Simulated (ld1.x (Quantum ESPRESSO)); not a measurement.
# An RRKJ potential for Cu, from input to tests

Task: generate the file, and judge it by its errors in other configurations, its logarithmic derivatives, its ghosts and its cutoff.

Program: ld1.x (Quantum ESPRESSO) 7.5. Reference atom: PBE, scalar-relativistic, spherical and spin-unpolarised. All values are calculated.

## 1. The design

The settings as typed:

```
element                 : copper (Cu, Z = 29)
type                    : norm-conserving RRKJ (Kleinman–Bylander form)
frozen core             : [Ar]
valence charge          : 11
reference configuration : 3d10 4s1 4p0
partial waves           : 4p (bound, empty): rc 3.05 bohr; 3d (bound): rc 1.15 bohr; 4s (bound): rc 1.55 bohr
local potential         : the s channel
core correction         : not asked for
```

The nodes and maxima of the atom's own shells, from an earlier all-electron run, set the scale for the radii.

All-electron outer shells of the reference configuration (PBE, scalar-relativistic, ld1.x):

```csv
shell,level (eV),outermost node (bohr),outermost maximum (bohr)
3s,-114.70,0.29,0.61
3p,-72.14,0.26,0.62
3d,-5.04,–,0.60
4s,-4.61,0.89,2.27
4p,-0.70,0.97,3.65
```

## 2. The generation run

Input file Cu.in:

```
 &input
   title='Cu', zed=29., rel=1, dft='PBE', iswitch=3,
   config='[Ar] 3d10 4s1 4p0',
   nld=3, rlderiv=3.30, eminld=-2.0, emaxld=5.0, deld=0.02
 /
 &inputp
   pseudotype=2, tm=.false., rho0=0.005, lloc=0,
   nlcc=.false.,
   file_pseudopw='Cu.UPF', file_wfcaegen='ae.wfc', file_wfcncgen='nc.wfc', file_beta='beta', file_chi='chi'
 /
3
4P  2  1   0.00   0.00  3.05  3.05  0.0
3D  3  2  10.00   0.00  1.15  1.15  0.0
4S  1  0   1.00   0.00  1.55  1.55  0.0
 &test
   configts(1)='3d10 4s1 4p0'
 /
```

The run is started by

```sh
ld1.x < Cu.in > Cu.out
```

The output, Cu.out (without the banner and most projector matrices):

```text
     Program LD1 v.7.5
     --------------------------- All-electron run ----------------------------

     Cu
     scalar relativistic calculation

     atomic number is 29.00
     dft =PBE   lsd =0 sic =0 latt =0  beta=0.20 tr2=1.0E-14
     Exchange-correlation= PBE
                           (   1   4   3   4   0   0   0)
     mesh =1199 r(mesh) = 100.25372 a.u. xmin = -7.00 dx = 0.01250
     1 Ry =  13.60569312 eV, c = 137.03599908

     n l     nl                  e(Ry)          e(Ha)          e(eV)
     1 0     1S 1( 2.00)      -650.5489      -325.2745     -8851.1694
     2 0     2S 1( 2.00)       -78.0904       -39.0452     -1062.4738
     2 1     2P 1( 6.00)       -67.3965       -33.6983      -916.9763
     3 0     3S 1( 2.00)        -8.4305        -4.2153      -114.7030
     3 1     3P 1( 6.00)        -5.3024        -2.6512       -72.1430
     3 2     3D 1(10.00)        -0.3703        -0.1851        -5.0378
     4 0     4S 1( 1.00)        -0.3388        -0.1694        -4.6093
     4 1     4P 1( 0.00)        -0.0512        -0.0256        -0.6967

     final scf error:  5.3E-15 reached in  32 iterations

     Etot =   -3309.701531 Ry,   -1654.850765 Ha,  -45030.783357 eV

     Ekin =    3358.932341 Ry,    1679.466170 Ha,   45700.602648 eV
     Encl =   -7969.314771 Ry,   -3984.657386 Ha, -108428.051175 eV
     Eh   =    1435.751702 Ry,     717.875851 Ha,   19534.397054 eV
     Exc  =    -135.070802 Ry,     -67.535401 Ha,   -1837.731883 eV

     normalization and overlap integrals

     s(1S/1S) =  1.000000  <r> =   0.0521  <r2> =    0.0037  r(max) =   0.0341
     s(2S/2S) =  1.000000  <r> =   0.2352  <r2> =    0.0653  r(max) =   0.1960
     s(2P/2P) =  1.000000  <r> =   0.2064  <r2> =    0.0523  r(max) =   0.1585
     s(3S/3S) =  1.000000  <r> =   0.7119  <r2> =    0.5863  r(max) =   0.6112
     s(3P/3P) =  1.000000  <r> =   0.7494  <r2> =    0.6650  r(max) =   0.6189
     s(3D/3D) =  1.000000  <r> =   1.0474  <r2> =    1.5756  r(max) =   0.6036
     s(4S/4S) =  1.000000  <r> =   2.9362  <r2> =   10.2155  r(max) =   2.2710
     s(4P/4P) =  1.000000  <r> =   5.1791  <r2> =   33.4210  r(max) =   3.6517

     ------------------------ End of All-electron run ------------------------

     --------------------- Generating NC pseudopotential ---------------------

      Generating local pot.: lloc=0, matching radius rcloc =   1.5500

      Wfc   4P  rcut= 3.027  Estimated cut-off energy=       18.80 Ry
      This function has    0 nodes for 0 < r <    3.027

      Wfc   3D  rcut= 1.142  Estimated cut-off energy=      178.98 Ry
      This function has    0 nodes for 0 < r <    1.142

     ------------------- End of pseudopotential generation -------------------

     [... the all-electron block is printed once more ...]


     Computing logarithmic derivative in   3.28371
     Computing logarithmic derivative in   3.28371
     Computing the partial wave expansion
       no projector for channel:   0
     R is outside the sphere for l=    1 j= 0.00
     R is outside the sphere for l=    2 j= 0.00

     ---------------------- Testing the pseudopotential ----------------------

     Cu
     scalar relativistic calculation

     atomic number is 29.00   valence charge is 11.00
     dft =PBE   lsd =0 sic =0 latt =0  beta=0.20 tr2=1.0E-14
     mesh =1199 r(mesh) = 100.25372 xmin = -7.00 dx = 0.01250

     n l     nl             e AE (Ry)        e PS (Ry)    De AE-PS (Ry)
     3 2     3D   1(10.00)       -0.37027       -0.37027        0.00000
     1 0     4S   1( 1.00)       -0.33878       -0.33878       -0.00000
     2 1     4P   1( 0.00)       -0.05121       -0.05121        0.00000

     eps = 5.9E-15  iter = 16

     Etot =   -3309.701531 Ry,   -1654.850765 Ha,  -45030.783357 eV
     Etotps =   -96.883281 Ry,     -48.441641 Ha,   -1318.164191 eV

     Ekin =     145.185194 Ry,      72.592597 Ha,    1975.345198 eV
     Encl =    -172.442800 Ry,     -86.221400 Ha,   -2346.203812 eV
     Ehrt =      97.475519 Ry,      48.737759 Ha,    1326.221998 eV
     Ecxc =     -15.679451 Ry,      -7.839725 Ha,    -213.329799 eV
     Epseu=    -151.421744 Ry,     -75.710872 Ha,   -2060.197776 eV

     ---------------------- End of pseudopotential test ----------------------
```

Run time: 1.2 s. Hardware: 1 thread of Neoverse-V2, shared host. This counts the later configuration tests of the new file too.

All-electron and pseudo partial waves u(r) = r·R(r), from the program's wave files:

| r (bohr) | 4s AE | 4s PS |
| --- | --- | --- |
| 0.152 | 0.1516 | 0.0408 |
| 0.305 | -0.0435 | 0.0786 |
| 0.458 | -0.2319 | 0.1105 |
| 0.610 | -0.2332 | 0.1367 |
| 0.762 | -0.1222 | 0.1621 |
| 0.915 | 0.0271 | 0.1950 |
| 1.068 | 0.1735 | 0.2452 |
| 1.220 | 0.2996 | 0.3172 |
| 1.372 | 0.4018 | 0.4030 |
| 1.525 | 0.4810 | 0.4810 |
| 1.678 | 0.5390 | 0.5390 |
| 1.830 | 0.5789 | 0.5789 |
| 1.982 | 0.6041 | 0.6041 |
| 2.135 | 0.6173 | 0.6173 |
| 2.288 | 0.6206 | 0.6206 |
| 2.440 | 0.6162 | 0.6162 |
| 2.592 | 0.6058 | 0.6058 |
| 2.745 | 0.5905 | 0.5905 |
| 2.898 | 0.5717 | 0.5717 |
| 3.050 | 0.5505 | 0.5505 |
| 3.202 | 0.5274 | 0.5274 |
| 3.355 | 0.5031 | 0.5031 |
| 3.508 | 0.4782 | 0.4782 |
| 3.660 | 0.4532 | 0.4532 |
| 3.812 | 0.4284 | 0.4284 |
| 3.965 | 0.4038 | 0.4038 |

## 3. Configuration tests

Input file Cu.test.in:

```
 &input
   title='Cu', zed=29., rel=1, dft='PBE', iswitch=2,
   config='[Ar] 3d10 4s1 4p0'
 /
 &test
   file_pseudo='Cu.UPF', nconf=8,
   configts(1)='3d10 4s1 4p0',
   configts(2)='3d10 4s0 4p0',
   configts(3)='3d9 4s0 4p0',
   configts(4)='3d8 4s0 4p0',
   configts(5)='3d9 4s1 4p1',
   configts(6)='3d9 4s2 4p0',
   configts(7)='3d10 4s0.5 4p0',
   configts(8)='3d9 4s1 4p0'
 /
```

The run is started by

```sh
ld1.x < Cu.test.in > Cu.test.out
```

Cu.test.out, the pseudopotential blocks, each with the warnings that came before it:

```text
     ---------------------- Testing the pseudopotential ----------------------

     Cu
     scalar relativistic calculation

     atomic number is 29.00   valence charge is 11.00
     dft =PBE   lsd =0 sic =0 latt =0  beta=0.20 tr2=1.0E-14
     mesh =1199 r(mesh) = 100.25372 xmin = -7.00 dx = 0.01250

     n l     nl             e AE (Ry)        e PS (Ry)    De AE-PS (Ry)
     3 2     3D   1(10.00)       -0.37027       -0.37027        0.00000
     1 0     4S   1( 1.00)       -0.33878       -0.33878       -0.00000
     2 1     4P   1( 0.00)       -0.05121       -0.05121        0.00000

     eps = 4.8E-15  iter = 32

     Etot =   -3309.701531 Ry,   -1654.850765 Ha,  -45030.783357 eV
     Etotps =   -96.883281 Ry,     -48.441640 Ha,   -1318.164188 eV

     Ekin =     145.185194 Ry,      72.592597 Ha,    1975.345198 eV
     Encl =    -172.442799 Ry,     -86.221400 Ha,   -2346.203810 eV
     Ehrt =      97.475519 Ry,      48.737759 Ha,    1326.221995 eV
     Ecxc =     -15.679451 Ry,      -7.839725 Ha,    -213.329798 eV
     Epseu=    -151.421743 Ry,     -75.710872 Ha,   -2060.197773 eV

     ---------------------- End of pseudopotential test ----------------------

     ---------------------- Testing the pseudopotential ----------------------

     Cu
     [...]
     n l     nl             e AE (Ry)        e PS (Ry)    De AE-PS (Ry)
     3 2     3D   1(10.00)       -1.00387       -0.99708       -0.00679  !
     1 0     4S   1( 0.00)       -0.87409       -0.87268       -0.00140
     2 1     4P   1( 0.00)       -0.48142       -0.48097       -0.00044

     eps = 6.0E-15  iter = 14

     Etot =   -3309.102669 Ry,   -1654.551334 Ha,  -45022.635421 eV
     Etotps =   -96.284715 Ry,     -48.142358 Ha,   -1310.020288 eV
     dEtot_ae =       0.598862 Ry
     dEtot_ps =       0.598566 Ry,   Delta E=       0.000297 Ry

     [...]
     ---------------------- End of pseudopotential test ----------------------

     Warning: n=3, l=2 expected 0 nodes, found 1
     ---------------------- Testing the pseudopotential ----------------------

     Cu
     [...]
     n l     nl             e AE (Ry)        e PS (Ry)    De AE-PS (Ry)
     3 2     3D   1( 9.00)       -2.17762       -2.20922        0.03160  !
     1 0     4S   1( 0.00)       -1.64243       -1.63643       -0.00600  !
     2 1     4P   1( 0.00)       -1.12816       -1.11649       -0.01167  !

     eps = 2.2E-15  iter = 12

     Etot =   -3307.534761 Ry,   -1653.767381 Ha,  -45001.302955 eV
     Etotps =   -94.708247 Ry,     -47.354123 Ha,   -1288.571341 eV
     dEtot_ae =       2.166770 Ry
     dEtot_ps =       2.175034 Ry,   Delta E=      -0.008265 Ry

     [...]
     ---------------------- End of pseudopotential test ----------------------

     ---------------------- Testing the pseudopotential ----------------------

     Cu
     [...]
     n l     nl             e AE (Ry)        e PS (Ry)    De AE-PS (Ry)
     3 2     3D   1( 8.00)       -3.59499       -3.70548        0.11050  !
     1 0     4S   1( 0.00)       -2.53770       -2.54959        0.01189  !
     2 1     4P   1( 0.00)       -1.91536       -1.88789       -0.02747  !

     eps = 8.2E-15  iter = 11

     Etot =   -3304.666857 Ry,   -1652.333428 Ha,  -44962.283127 eV
     Etotps =   -91.771609 Ry,     -45.885805 Ha,   -1248.616351 eV
     dEtot_ae =       5.034674 Ry
     dEtot_ps =       5.111672 Ry,   Delta E=      -0.076998 Ry

     [...]
     ---------------------- End of pseudopotential test ----------------------

     ---------------------- Testing the pseudopotential ----------------------

     Cu
     [...]
     n l     nl             e AE (Ry)        e PS (Ry)    De AE-PS (Ry)
     3 2     3D   1( 9.00)       -0.85163       -0.88946        0.03783  !
     1 0     4S   1( 1.00)       -0.52491       -0.52446       -0.00045
     2 1     4P   1( 1.00)       -0.15499       -0.15320       -0.00179

     eps = 3.6E-15  iter = 24

     Etot =   -3309.200967 Ry,   -1654.600483 Ha,  -45023.972836 eV
     Etotps =   -96.366515 Ry,     -48.183257 Ha,   -1311.133227 eV
     dEtot_ae =       0.500564 Ry
     dEtot_ps =       0.516766 Ry,   Delta E=      -0.016202 Ry

     [...]
     ---------------------- End of pseudopotential test ----------------------

     ---------------------- Testing the pseudopotential ----------------------

     Cu
     [...]
     n l     nl             e AE (Ry)        e PS (Ry)    De AE-PS (Ry)
     3 2     3D   1( 9.00)       -0.69958       -0.73148        0.03190  !
     1 0     4S   1( 2.00)       -0.42717       -0.42452       -0.00265
     2 1     4P   1( 0.00)       -0.08609       -0.08335       -0.00274

     eps = 4.8E-15  iter = 25

     Etot =   -3309.556741 Ry,   -1654.778371 Ha,  -45028.813395 eV
     Etotps =   -96.723055 Ry,     -48.361528 Ha,   -1315.984206 eV
     dEtot_ae =       0.144790 Ry
     dEtot_ps =       0.160226 Ry,   Delta E=      -0.015436 Ry

     [...]
     ---------------------- End of pseudopotential test ----------------------

     ---------------------- Testing the pseudopotential ----------------------

     Cu
     [...]
     n l     nl             e AE (Ry)        e PS (Ry)    De AE-PS (Ry)
     3 2     3D   1(10.00)       -0.67108       -0.66826       -0.00282
     1 0     4S   1( 0.50)       -0.59517       -0.59497       -0.00019
     2 1     4P   1( 0.00)       -0.25132       -0.25138        0.00006

     eps = 5.1E-15  iter = 33

     Etot =   -3309.469123 Ry,   -1654.734561 Ha,  -45027.621283 eV
     Etotps =   -96.650866 Ry,     -48.325433 Ha,   -1315.002025 eV
     dEtot_ae =       0.232408 Ry
     dEtot_ps =       0.232415 Ry,   Delta E=      -0.000007 Ry

     [...]
     ---------------------- End of pseudopotential test ----------------------

     ---------------------- Testing the pseudopotential ----------------------

     Cu
     [...]
     n l     nl             e AE (Ry)        e PS (Ry)    De AE-PS (Ry)
     3 2     3D   1( 9.00)       -1.38593       -1.41669        0.03076  !
     1 0     4S   1( 1.00)       -0.99920       -0.99585       -0.00335
     2 1     4P   1( 0.00)       -0.56486       -0.55903       -0.00583  !

     eps = 5.7E-15  iter = 30

     Etot =   -3308.850568 Ry,   -1654.425284 Ha,  -45019.205425 eV
     Etotps =   -96.019765 Ry,     -48.009883 Ha,   -1306.415460 eV
     dEtot_ae =       0.850962 Ry
     dEtot_ps =       0.863516 Ry,   Delta E=      -0.012553 Ry

     [...]
     ---------------------- End of pseudopotential test ----------------------
```

The tests as a table, with energies relative to 3d10 4s1 4p0. A star marks tests that logged a warning.

| valence configuration | charge | ΔE all-electron (eV) | error AE − PS (meV) |
| --- | --- | --- | --- |
| 3d10 4s0 4p0 | +1 | 8.148 | +4.0 |
| 3d9 4s0 4p0 * | +2 | 29.480 | -112 |
| 3d8 4s0 4p0 | +3 | 68.500 | -1048 |
| 3d9 4s1 4p1 | 0 | 6.811 | -220 |
| 3d9 4s2 4p0 | 0 | 1.970 | -210 |
| 3d10 4s0.5 4p0 | +0.5 | 3.162 | -0.1 |
| 3d9 4s1 4p0 | +1 | 11.578 | -171 |

## 4. Does it scatter like the atom?

Taken from the files of the generation run. The phase is arctan(r·u′/u) with u = r·R, unwrapped, with energies in Ry. A pole is an energy at which the radial function vanishes at the test radius. The pseudo phase is shifted by a multiple of π to meet the all-electron one at the reference energy. Levels narrower than the energy grid can be missing from the poles. The last column is the largest difference on the grid between −1 and +1 Ry.

```tsv
channel	radius (bohr)	reference (Ry)	poles AE	poles PS	window around the reference with phases within 0.05 rad (Ry)	largest difference near zero (rad)
s	3.28	-0.34	0.28, 4.70	0.27, 3.72	below 1.5	0.008
p	3.28	-0.05	1.04	1.04	below 2.7	0.001
d	3.28	-0.37	-0.34, 2.46	-0.34, 2.74	below 0.6	0.157
```

Phases (rad) along the scan:

| E (Ry) | d AE | d PS | s AE | s PS |
| --- | --- | --- | --- | --- |
| -2.00 | 1.367 | 1.367 | 1.321 | 1.321 |
| -1.52 | 1.341 | 1.341 | 1.262 | 1.262 |
| -1.04 | 1.299 | 1.300 | 1.125 | 1.125 |
| -0.56 | 1.176 | 1.177 | 0.377 | 0.376 |
| -0.08 | -1.893 | -1.889 | -1.349 | -1.350 |
| 0.40 | -2.134 | -2.114 | -1.613 | -1.615 |
| 0.88 | -2.995 | -2.838 | -1.739 | -1.748 |
| 1.36 | -4.251 | -4.143 | -1.889 | -1.922 |
| 1.84 | -4.563 | -4.511 | -2.269 | -2.514 |
| 2.32 | -4.686 | -4.644 | -3.678 | -4.117 |
| 2.80 | -4.768 | -4.720 | -4.362 | -4.508 |
| 3.28 | -4.849 | -4.780 | -4.542 | -4.638 |
| 3.76 | -4.977 | -4.843 | -4.625 | -4.719 |
| 4.24 | -5.375 | -4.933 | -4.676 | -4.801 |
| 4.72 | -7.046 | -5.124 | -4.714 | -4.969 |

## 5. Plane-wave convergence, by spherical Bessel functions

This step uses the generator's waves and projectors in a separate script. Basis: spherical Bessel functions vanishing at 20 bohr, q² up to the cutoff; potential fixed at the reference.

All-electron valence levels (Ry): 4p -0.0512, 3d -0.3703, 4s -0.3388. The lowest levels of each channel (Ry) by cutoff; the last column sums, over occupied levels, occupation times the distance from the level at 400 Ry. A positive value at high cutoff is not a bound level.

| cutoff (Ry) | p #1 | d #1 | s #1 | f #1 | Σ f·Δε (mRy) |
| --- | --- | --- | --- | --- | --- |
| 8 | -0.0503 | 0.0632 | -0.3202 | 0.1122 | 4353.9 |
| 21 | -0.0511 | 0.0632 | -0.3311 | 0.1122 | 4343.1 |
| 45 | -0.0511 | 0.0631 | -0.3375 | 0.1122 | 4335.4 |
| 80 | -0.0511 | -0.0566 | -0.3386 | 0.1122 | 3137.8 |
| 140 | -0.0511 | -0.3697 | -0.3387 | 0.1122 | 6.0 |
| 200 | -0.0511 | -0.3703 | -0.3388 | 0.1122 | 0.6 |
| 260 | -0.0511 | -0.3703 | -0.3388 | 0.1122 | 0.3 |
| 400 | -0.0511 | -0.3703 | -0.3388 | 0.1122 | 0.0 |

The sum stays within 10 mRy from 140 Ry and within 1 mRy from 200 Ry. The sum leaves out empty levels, which can need more. Ghost test: no level below the all-electron spectrum of its channel (p, d, s, f tested).

## 6. What came out

| quantity | value |
| --- | --- |
| cutoffs for 10 and 1 mRy, occupied levels | 140 Ry and 200 Ry |
| bound ghosts | none found |
| largest test error (AE − PS) | -1048 meV, for 3d8 4s0 4p0 |
| largest phase difference near zero energy, channels read | 0.157 rad |

**Reading.** The worst unpolarised test, 3d8 4s0 4p0, is off by 1048 meV on 68.5 eV; by total energies transferability rates as poor. That test lies far up in energy; among those under 40 eV, nearer to bonding, the largest error is 220 meV. By its cutoff, 140 Ry for the looser tolerance, it is very hard. The slowest occupied level is 3d: taken alone it needs 140 Ry to come within 1 mRy, against 50 Ry for 4s. It is free of bound ghosts as far as tested. Near zero energy the largest phase difference among the channels read is 0.16 rad, in the d channel.
